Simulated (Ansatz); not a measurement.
**C2H8BGaOSi: small, medium and large basis sets**

How large a basis does C2H8BGaOSi need? Two functionals are run in growing sets.

Program: Ansatz 0.2.0, Gaussian basis. Level of theory: one geometry, several basis sets. These are calculated values, not measurements.

The runs, in order: PBE0-D4/def2-SVP; ωB97M-V/def2-SVP; PBE0-D4/def2-QZVPP; ωB97M-V/def2-QZVPP; the functionals' def2-TZVPP values are taken from earlier runs.

## (1) Structure used throughout

An earlier PBE0-D4 in a triple-zeta def2 set relaxation fixed the geometry.

SMILES `B/C=C\O[SiH2][GaH2]`, 14 atoms, charge 0, spin multiplicity 1.

Atoms are counted from 1 here; the program's logs count them from 0.

Bond lengths: B1–C2 1.520 Å, B1–H7 1.198 Å, B1–H8 1.196 Å, C2–C3 1.348 Å, C2–H9 1.087 Å, C3–O4 1.331 Å, C3–H10 1.094 Å, O4–Si5 1.675 Å, Si5–Ga6 2.424 Å, Si5–H11 1.491 Å, Si5–H12 1.485 Å, Ga6–H13 1.571 Å, Ga6–H14 1.571 Å. Angles: C2–B1–H7 120.1°, C2–B1–H8 120.9°, H7–B1–H8 119.0°, B1–C2–C3 124.7°, B1–C2–H9 121.6°, C3–C2–H9 113.7°, C2–C3–O4 124.2°, C2–C3–H10 121.1°, O4–C3–H10 114.7°, C3–O4–Si5 127.2°, O4–Si5–Ga6 114.3°, O4–Si5–H11 108.1°, O4–Si5–H12 104.4°, Ga6–Si5–H11 110.3°, Ga6–Si5–H12 111.6°, H11–Si5–H12 107.8°, Si5–Ga6–H13 118.1°, Si5–Ga6–H14 123.0° and more.

## (2) PBE0-D4 in def2-SVP

in.yaml

```yaml
crystal:
  periodic: [false, false, false]
  atoms:
    - {symbol: B, position_ang: [-2.918347, 0.856696, -0.506298]}
    - {symbol: C, position_ang: [-1.763649, 1.117993, 0.446487]}
    - {symbol: C, position_ang: [-0.568342, 0.497992, 0.392301]}
    - {symbol: O, position_ang: [-0.239158, -0.412269, -0.520685]}
    - {symbol: Si, position_ang: [1.128774, -1.379218, -0.538870]}
    - {symbol: Ga, position_ang: [3.092495, -0.346518, 0.436358]}
    - {symbol: H, position_ang: [-3.945985, 1.460124, -0.384449]}
    - {symbol: H, position_ang: [-2.820215, 0.050040, -1.383891]}
    - {symbol: H, position_ang: [-1.842928, 1.844071, 1.251035]}
    - {symbol: H, position_ang: [0.221842, 0.729799, 1.112518]}
    - {symbol: H, position_ang: [0.806044, -2.650342, 0.170718]}
    - {symbol: H, position_ang: [1.334852, -1.700689, -1.973868]}
    - {symbol: H, position_ang: [4.459164, -1.113913, 0.336552]}
    - {symbol: H, position_ang: [3.055454, 1.046234, 1.162072]}
basis:
  gaussian: {orbitals: def2-SVP}
hamiltonian: {xc: pbe0, dispersion: d4}
output: {orbitals: {seedname: orbitals}}
```

Run with:

```sh
$ ansatz run in.yaml --threads 2 --pin off --events-out ev --progress --plain --max-ram 22528MiB --backend cpu
```

Further steps of the session: ωB97M-V in def2-SVP; PBE0-D4 in def2-QZVPP; ωB97M-V in def2-QZVPP.

Q: Predict the results of all the runs planned. Wanted: PBE0-D4: double and triple zeta above quadruple; ωB97M-V: double and triple zeta above quadruple.

The runs gave:

```
                                       quantity           value
PBE0-D4: double and triple zeta above quadruple  16.84, 1.73 eV
ωB97M-V: double and triple zeta above quadruple  17.01, 1.67 eV
```

**Reading.** For PBE0-D4 the step from double to triple zeta gains 15.11 eV and the next only 1.73 eV. These are total energies; as a rule much of such shifts cancels in differences, which this series doesn't test.
